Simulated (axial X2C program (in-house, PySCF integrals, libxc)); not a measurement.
# Linear SSnS at several levels

Aim: the two bond lengths and stretching wavenumbers of linear SSnS, with and without spin–orbit coupling, at PBE0, HF, LDA, MP2.

Method: all-electron X2C, two-component (2c) or spin-free, S dyall-av3z, Sn dyall-v3z; program: an in-house X2C program for linear molecules on PySCF integrals.

All values are calculated.

2 further runs of the same task are left out: 2 set aside as unsound or not needed.

## (1) Input

File task.json:

```json
{"zs": [16, 50, 16], "q": 0, "bas": ["dyall-av3z", "dyall-v3z", "dyall-av3z"], "r0": [2.24, 2.24], "symm": 1, "scan": ["PBE0", "HF", "LDA"], "levels": ["PBE0", "HF", "BHandHLYP"], "nst": 2}
```

Keys: zs atomic numbers; q charge; bas basis sets; r0 starting distance in Å; symm equal bonds; scan levels of the two-bond scan (MP2 follows by itself at each HF point); levels methods; nst determinants followed.

Launch:

```
$ python solin.py task.json out
```

Masses S 31.972, Sn 119.902, S 31.972 u.

## (2) Scan at PBE0, 2c

State: Ω = 0 (all partner blocks equally filled). Energies above the lowest point, from the job's result record:

```
r(S–Sn) (Å)  r(Sn–S) (Å)  E (meV)
     2.1304       2.1304    82.44
     2.1304       2.1850    41.32
     2.1304       2.2396    70.24
     2.1850       2.1304    41.32
     2.1850       2.1850     0.00
     2.1850       2.2396    28.60
     2.1850       2.2943   111.51
     2.2396       2.1304    70.24
     2.2396       2.1850    28.60
     2.2396       2.2396    56.81
     2.2943       2.1850   111.51
     2.2943       2.2943   221.19
```

A quadratic surface with cubic terms in each bond gives the minimum at 2.188 and 2.188 Å, force constants 3.71, 3.71 and coupling -0.02 mdyn/Å.

## (3) Scan at HF, 2c

State: Ω = 0 (all partner blocks equally filled). Energies above the lowest point, from the job's result record:

```
r(S–Sn) (Å)  r(Sn–S) (Å)  E (meV)
     2.1304       2.1304    70.45
     2.1304       2.1850    34.47
     2.1304       2.2396    70.27
     2.1850       2.1304    34.47
     2.1850       2.1850     0.00
     2.1850       2.2396    37.23
     2.1850       2.2943   129.06
     2.2396       2.1304    70.27
     2.2396       2.1850    37.23
     2.2396       2.2396    75.90
     2.2943       2.1850   129.06
     2.2943       2.2943   263.97
```

A quadratic surface with cubic terms in each bond gives the minimum at 2.182 and 2.182 Å, force constants 3.91, 3.91 and coupling 0.08 mdyn/Å.

## (4) Scan at LDA, 2c

State: Ω = 0 (all partner blocks equally filled). Energies above the lowest point, from the job's result record:

```
r(S–Sn) (Å)  r(Sn–S) (Å)  E (meV)
     2.1304       2.1304    73.33
     2.1304       2.1850    37.04
     2.1304       2.2396    67.97
     2.1850       2.1304    37.04
     2.1850       2.1850     0.00
     2.1850       2.2396    30.04
     2.1850       2.2943   112.27
     2.2396       2.1304    67.97
     2.2396       2.1850    30.04
     2.2396       2.2396    59.10
     2.2943       2.1850   112.27
     2.2943       2.2943   220.27
```

A quadratic surface with cubic terms in each bond gives the minimum at 2.186 and 2.186 Å, force constants 3.59, 3.59 and coupling -0.05 mdyn/Å.

## (5) Comparison

| level | r(S–Sn) (Å) | r(Sn–S) (Å) | lower stretch (cm⁻¹) | upper stretch (cm⁻¹) |
| --- | --- | --- | --- | --- |
| PBE0, 2c | 2.188 | 2.188 | 442.5 | 551.0 |
| HF, 2c | 2.182 | 2.182 | 460.1 | 558.4 |
| LDA, 2c | 2.186 | 2.186 | 433.3 | 544.5 |
| MP2, 2c | 2.196 | 2.196 | 447.7 | 563.5 |
| PBE0, spin-free | 2.187 | 2.187 | 443.0 | 551.7 |
| HF, spin-free | 2.181 | 2.181 | 460.9 | 559.2 |
| LDA, spin-free | 2.185 | 2.185 | 433.8 | 545.1 |
| MP2, spin-free | 2.196 | 2.196 | 447.8 | 563.9 |

Scans not shown above were run alike.

What this shows: Over the levels the S–Sn bond spans 2.181 to 2.196 Å and the Sn–S bond 2.181 to 2.196 Å. At PBE0 spin–orbit coupling leaves both bonds unchanged to 0.001 Å. Each state is one determinant, the lowest of a limited PBE0 search; the stretches come from a fit to few points and are good to some per cent at best. The stretches are sorted by size, and where the two bonds are alike the symmetric and antisymmetric modes can swap order between levels. MP2 freezes inner shells (threshold -2 hartree). The molecule was held linear; bending was not examined, so a bent shape may lie lower.
